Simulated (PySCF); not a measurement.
# 3,4-dimethylbenzenethiol (C8H10S): geometry, NMR shifts, electronic excitations and core binding energies

Aim: predict the NMR shifts, electronic excitations and core binding energies of 3,4-dimethylbenzenethiol (C8H10S) (`Cc1ccc(S)cc1C`).

The runs use PySCF 2.14.0, with density-fitted response routines of our own; the level of theory stands in each step. All values are computed, except where a source is named. Atoms are numbered from 0 throughout.

## (1) The molecule as given

19 atoms, charge 0, multiplicity 1; geometry from: GFN2-xTB.

Bonds of the start (Å): C0–C1 1.50, C1–C2 1.39, C2–C3 1.38, C3–C4 1.39, C4–S5 1.77, C4–C6 1.39, C6–C7 1.39, C7–C8 1.50, C7–C1 1.40, C0–H9 1.09, C0–H10 1.09, C0–H11 1.09, C2–H12 1.08, C3–H13 1.08, S5–H14 1.33, C6–H15 1.08, C8–H16 1.09, C8–H17 1.09, C8–H18 1.09.

## (2) Geometry optimisation at PBE0-D3(BJ)/def2-SVP

Job settings and geometry (Å):

```
{"job": {"xc": "PBE0", "basis": "def2-SVP", "d3": "d3bj", "grid": 1, "kind": "geom"}, "charge": 0, "multiplicity": 1}
C     -2.109093    -1.012710    -0.011907
C     -0.669134    -0.600381    -0.019399
C      0.333586    -1.556235    -0.095272
C      1.671097    -1.205646    -0.103980
C      2.017399     0.133911    -0.033474
S      3.707744     0.662841    -0.033328
C      1.026209     1.102438     0.039692
C     -0.313620     0.751493     0.046658
C     -1.365476     1.814207     0.126479
H     -2.611013    -0.640703     0.880802
H     -2.199925    -2.095817    -0.034548
H     -2.628729    -0.603848    -0.878578
H      0.067080    -2.602344    -0.149935
H      2.432751    -1.970149    -0.164258
H      4.236241    -0.557059    -0.111231
H      1.313241     2.142424     0.092144
H     -2.037621     1.753173    -0.728788
H     -0.914954     2.803074     0.143798
H     -1.965586     1.690581     1.027662
```

Standard output:

```text
step   0  E = -708.23149490  max force = 0.015096
step   1  E = -708.23347039  max force = 0.002659
step   2  E = -708.23350129  max force = 0.000483
step   3  E = -708.23350052  max force = 0.000726
step   4  E = -708.23350688  max force = 0.000230
optimisation converged
```

Run time: 1.7 min. Hardware: 1 thread, shared host.

Step by step:

| step | energy from step 0 (eV) | largest force component (eV/Å) |
| --- | --- | --- |
| 0 | 0.0000 | 0.7763 |
| 1 | -0.0538 | 0.1367 |
| 2 | -0.0546 | 0.0248 |
| 3 | -0.0546 | 0.0373 |
| 4 | -0.0547 | 0.0118 |

Distances of close pairs at the start and the end, largest changes first:

```csv
bond,before (Å),after (Å),change (Å)
S5–H14,1.332,1.349,+0.017
C6–H15,1.080,1.094,+0.014
C0–H9,1.090,1.102,+0.013
C2–H12,1.081,1.094,+0.013
C8–H18,1.090,1.102,+0.013
C8–H16,1.089,1.102,+0.013
C0–H11,1.090,1.103,+0.013
C4–C6,1.388,1.400,+0.012
```

The next job starts from the end point, and lists it.

```
                         at the end point                value
  point group (found at 0.08 Å tolerance)                   Cs
rotational constants (GHz, main isotopes)  2.934, 0.871, 0.677
                        dipole moment (D)                 1.41
```

## (3) Nuclear shieldings: PBE0/pcSseg-1

Job settings and geometry (Å):

```
{"job": {"kind": "nmr", "xc": "PBE0", "basis": "pcSseg-1"}, "charge": 0, "multiplicity": 1}
C     -2.121275    -1.056918     0.006555
C     -0.676414    -0.654962     0.000294
C      0.333211    -1.616633    -0.069465
C      1.681902    -1.271420    -0.078190
C      2.051279     0.073402    -0.015945
S      3.730912     0.623022    -0.020963
C      1.048157     1.046881     0.054302
C     -0.304106     0.704019     0.063692
C     -1.350928     1.775728     0.142951
H     -2.641365    -0.694967     0.908698
H     -2.230768    -2.149657    -0.027527
H     -2.663747    -0.638291    -0.857445
H      0.057718    -2.673908    -0.118668
H      2.442531    -2.053844    -0.133716
H      4.294386    -0.599721    -0.098567
H      1.327041     2.103331     0.103368
H     -2.035775     1.735658    -0.719660
H     -0.899713     2.776899     0.169534
H     -1.974582     1.662038     1.044848
```

Method: GIAO PBE0/pcSseg-1 NMR shielding, non-relativistic, gas phase.

Standard output:

```text
coarse grid: 16512 points
cycle   1  E = -708.3949492377  dE =  1.292e+00  |g| = 4.011e-01  |ddm| = 4.338e+00
cycle   2  E = -708.3939031896  dE =  1.046e-03  |g| = 4.205e-01  |ddm| = 1.048e+00
cycle   3  E = -708.4410845188  dE = -4.718e-02  |g| = 6.921e-02  |ddm| = 5.326e-01
cycle   4  E = -708.4419800853  dE = -8.956e-04  |g| = 4.367e-02  |ddm| = 1.289e-01
cycle   5  E = -708.4424738412  dE = -4.938e-04  |g| = 1.025e-02  |ddm| = 5.116e-02
cycle   6  E = -708.4425020538  dE = -2.821e-05  |g| = 2.103e-03  |ddm| = 1.496e-02
cycle   7  E = -708.4425029195  dE = -8.657e-07  |g| = 5.895e-04  |ddm| = 2.558e-03
final grid: 155136 points
cycle   8  E = -708.4982979616  dE = -4.952e-05  |g| = 9.009e-03  |ddm| = 6.416e-02
cycle   9  E = -708.4982893994  dE =  8.562e-06  |g| = 1.052e-02  |ddm| = 2.291e-02
cycle  10  E = -708.4983195915  dE = -3.019e-05  |g| = 8.014e-04  |ddm| = 1.360e-02
cycle  11  E = -708.4983197377  dE = -1.462e-07  |g| = 3.220e-04  |ddm| = 1.293e-03
cycle  12  E = -708.4983197599  dE = -2.220e-08  |g| = 1.300e-04  |ddm| = 3.935e-04
cycle  13  E = -708.4983197642  dE = -4.338e-09  |g| = 3.301e-05  |ddm| = 1.728e-04
cycle  14  E = -708.4983197645  dE = -2.842e-10  |g| = 6.623e-06  |ddm| = 4.110e-05
converged SCF energy = -708.4983197645

GIAO shielding tensors (ppm)
atom      isotropic    diamagn.    paramagn.     s11        s22        s33       span
  0 C      162.964     245.827     -82.864    149.725    156.594    182.571     32.846
  1 C       47.841     261.053    -213.212    -50.974     21.596    172.900    223.874
  2 C       49.122     253.405    -204.283    -54.238     49.508    152.094    206.332
  3 C       55.525     253.510    -197.985    -43.005     60.686    148.895    191.901
  4 C       45.093     263.949    -218.856    -49.695     33.282    151.693    201.388
  5 S      504.078    1053.904    -549.826    321.874    394.357    796.004    474.130
  6 C       53.476     251.420    -197.944    -44.862     58.120    147.172    192.034
  7 C       41.894     260.375    -218.481    -59.244     15.517    169.408    228.651
  8 C      162.100     246.318     -84.218    147.687    156.355    182.257     34.570
  9 H       29.104      28.954       0.150     24.449     28.051     34.813     10.364
 10 H       29.269      29.120       0.149     24.177     28.698     34.931     10.754
 11 H       29.091      28.931       0.160     24.524     27.851     34.899     10.375
 12 H       24.270      32.702      -8.432     20.451     24.139     28.220      7.770
 13 H       24.480      33.132      -8.652     20.115     24.441     28.885      8.771
 14 H       27.869      29.196      -1.326     20.846     27.061     35.701     14.855
 15 H       24.299      33.167      -8.868     19.541     22.869     30.486     10.945
 16 H       29.052      29.185      -0.133     24.420     28.025     34.710     10.290
 17 H       29.238      29.387      -0.149     23.921     29.036     34.755     10.834
 18 H       29.039      29.090      -0.051     24.488     27.860     34.768     10.280
```

Run time: 50 s. Hardware: 1 thread, shared host.

The references, computed at this level on geometries of the same kind, shield at (ppm): 1H TMS 31.27, 13C TMS 184.4, 33S CS2 496. Their shielding less the atom's gives the shift. The references are single molecules in the gas phase. Atoms listed in one row are averaged.

| atoms | environment | σ (ppm) | δ (ppm) | δ scaled to CDCl3 |
| --- | --- | --- | --- | --- |
| C7 | substituted aromatic carbon | 41.9 | 142.5 | 137.9 |
| C4 | aromatic carbon bearing sulfur | 45.1 | 139.3 | 131.2 |
| C1 | substituted aromatic carbon | 47.8 | 136.6 | 132.1 |
| C2 | aromatic CH | 49.1 | 135.3 | 130.9 |
| C6 | aromatic CH | 53.5 | 130.9 | 126.6 |
| C3 | aromatic CH | 55.5 | 128.9 | 124.6 |
| C8 | methyl carbon on an aromatic ring | 162.1 | 22.3 | 21.2 |
| C0 | methyl carbon on an aromatic ring | 163.0 | 21.4 | 20.3 |
| H12 | hydrogen on an aromatic CH | 24.27 | 7.00 | 6.85 |
| H15 | hydrogen on an aromatic CH | 24.30 | 6.97 | 6.82 |
| H13 | hydrogen on an aromatic CH | 24.48 | 6.79 | 6.65 |
| H14 | hydrogen on a thiol sulfur | 27.87 | 3.40 | – |
| H16, H17, H18 | hydrogen on a methyl carbon on an aromatic ring | 29.11 | 2.16 | 2.26 |
| H9, H10, H11 | hydrogen on a methyl carbon on an aromatic ring | 29.15 | 2.11 | 2.22 |
| S5 | thiol sulfur | 504 | -8 | – |

The scaled column applies a straight-line fit of computed shieldings to shifts measured in CDCl3, with any fitted terms for Cl, Br or S neighbours (root-mean-square error 0.21 ppm for H, 2.0 ppm for C).

The run also stored atomic charges by several schemes (e):

```
atoms  Mulliken    IAO  Hirshfeld  ESP fit
   C0     -0.13  -0.42      -0.11    -0.63
   C1     -0.28  -0.01       0.00     0.42
   C2     -0.05  -0.15      -0.05    -0.45
   C3      0.00  -0.17      -0.07     0.03
   C4     -0.34  -0.10      -0.02    -0.29
   S5      0.02   0.01      -0.03    -0.22
   C6      0.06  -0.17      -0.07     0.02
   C7     -0.29   0.02       0.01    -0.06
   C8     -0.14  -0.42      -0.11    -0.55
```

Mayer bond orders: C0–C1 1.11, C1–C2 1.44, C2–C3 1.45, C3–C4 1.36, C4–S5 1.10, C4–C6 1.35, C6–C7 1.46, C7–C8 1.10, C7–C1 1.34.

Ring of atoms C1, C2, C3, C4, C6, C7: NICS(0) -8.4, NICS(1) -10.6, NICS(1)zz -25.2 ppm (means of both faces).

## (4) Excited states and response: B3LYP/def2-SVPD

Settings changed since step 3:

```diff
@@ -1,2 +1,2 @@
-{"job": {"kind": "nmr", "xc": "PBE0", "basis": "pcSseg-1"}, "charge": 0, "multiplicity": 1}
+{"job": {"kind": "uv", "xc": "B3LYP", "basis": "def2-SVPD", "ip": true}, "charge": 0, "multiplicity": 1}
 C     -2.121275    -1.056918     0.006555
```

With the program's defaults for keys left out, this is: TDDFT B3LYP/def2-SVPD, vertical, gas phase, core orbitals frozen in the response.

Standard output:

```text
coarse grid: 16512 points
cycle   1  E = -708.6083982165  dE =  1.134e+00  |g| = 4.395e-01  |ddm| = 1.529e+01
cycle   2  E = -708.5902307157  dE =  1.817e-02  |g| = 5.120e-01  |ddm| = 3.623e+00
cycle   3  E = -708.6642227923  dE = -7.399e-02  |g| = 7.707e-02  |ddm| = 1.793e+00
cycle   4  E = -708.6654151241  dE = -1.192e-03  |g| = 4.754e-02  |ddm| = 4.713e-01
cycle   5  E = -708.6659988071  dE = -5.837e-04  |g| = 1.454e-02  |ddm| = 1.732e-01
cycle   6  E = -708.6660583158  dE = -5.951e-05  |g| = 2.764e-03  |ddm| = 5.078e-02
cycle   7  E = -708.6660601771  dE = -1.861e-06  |g| = 6.442e-04  |ddm| = 1.353e-02
final grid: 155136 points
cycle   8  E = -708.7646701860  dE = -6.862e-05  |g| = 5.468e-03  |ddm| = 5.334e-01
cycle   9  E = -708.7646659032  dE =  4.283e-06  |g| = 6.655e-03  |ddm| = 5.691e-02
cycle  10  E = -708.7646783590  dE = -1.246e-05  |g| = 7.480e-04  |ddm| = 2.436e-02
cycle  11  E = -708.7646785033  dE = -1.443e-07  |g| = 3.308e-04  |ddm| = 3.827e-03
cycle  12  E = -708.7646785292  dE = -2.589e-08  |g| = 1.256e-04  |ddm| = 1.338e-03
cycle  13  E = -708.7646785336  dE = -4.331e-09  |g| = 2.731e-05  |ddm| = 4.623e-04
cycle  14  E = -708.7646785338  dE = -1.901e-10  |g| = 5.918e-06  |ddm| = 1.444e-04
converged SCF energy = -708.7646785338

Static polarisability (au): isotropic 119.802, principal 74.733 119.635 165.037

Singlet excitations
state   eV       nm        f      main configurations
  1   4.6492    266.7   0.01260   H->L 0.84, H-1->L+1 0.13
  2   4.8039    258.1   0.00156   H->L+2 0.95
  3   5.1084    242.7   0.26558   H->L+1 0.89
  4   5.5280    224.3   0.01337   H->L+4 0.87, H->L+3 0.09
  5   5.6792    218.3   0.00047   H->L+3 0.88, H->L+4 0.08
  6   6.0158    206.1   0.10450   H-1->L+1 0.67, H-2->L 0.21, H->L 0.10
  7   6.0477    205.0   0.00128   H-1->L+2 0.87, H->L+5 0.10
  8   6.1379    202.0   0.00001   H->L+5 0.87, H-1->L+2 0.11
  9   6.2919    197.1   0.39543   H-1->L 0.79, H-2->L+1 0.13
 10   6.4509    192.2   0.00910   H->L+6 0.91

Triplet excitations (Tamm-Dancoff, eV): 3.7143 4.0365 4.4782 4.5353
Vertical ionisation energy (delta-SCF) = 7.7972 eV
```

Wall time 5.4 min (1 thread, shared host).

Frontier orbitals and where they lie:

| orbital | eV | atoms |
| --- | --- | --- |
| HOMO−3 | -9.19 | S5 37 %, C4 11 %, C3 9 % |
| HOMO−2 | -7.99 | S5 34 %, C1 14 %, C2 13 % |
| HOMO−1 | -6.96 | C6 22 %, C7 20 %, C3 18 % |
| HOMO | -5.93 | S5 37 %, C4 15 %, C1 14 % |
| LUMO | -0.49 | C7 20 %, C3 19 %, C2 16 % |
| LUMO+1 | -0.42 | C4 22 %, C1 19 %, C6 11 % |
| LUMO+2 | -0.06 | S5 47 %, H14 20 %, H13 8 % |

With each of the 10 states as a Gaussian band of 0.4 eV half-width at 1/e, the curve within the window shown has maxima at 243 nm (ε 11,000), 199 nm (ε 19,000) L/(mol cm). Beyond the last state computed it falls off for lack of states. The curve at chosen wavelengths:

nm, ε (L/mol/cm) and a bar:
```
      184       4648 #######
      189      10764 #################
      194      16893 ##########################
      199      19186 ##############################
      204      16764 ##########################
      208      12989 ####################
      213       8447 #############
      218       5728 #########
      223       5257 ########
      228       6565 ##########
      233       8676 ##############
      238      10471 ################
      243      11136 #################
      247      10693 #################
      252       9182 ##############
      257       7147 ###########
      262       5129 ########
      267       3454 #####
      272       2220 ###
      277       1384 ##
      282        847 #
      286        567 #
      291        341 
      296        203 
      301        120 
      306         69
```

Further results of this job:

```
           property  computed
  dipole moment (D)      1.50
polarisability (Å³)     17.75
 HOMO–LUMO gap (eV)      5.44
      −ε(HOMO) (eV)      5.93
```

[end of part 1 of 2]
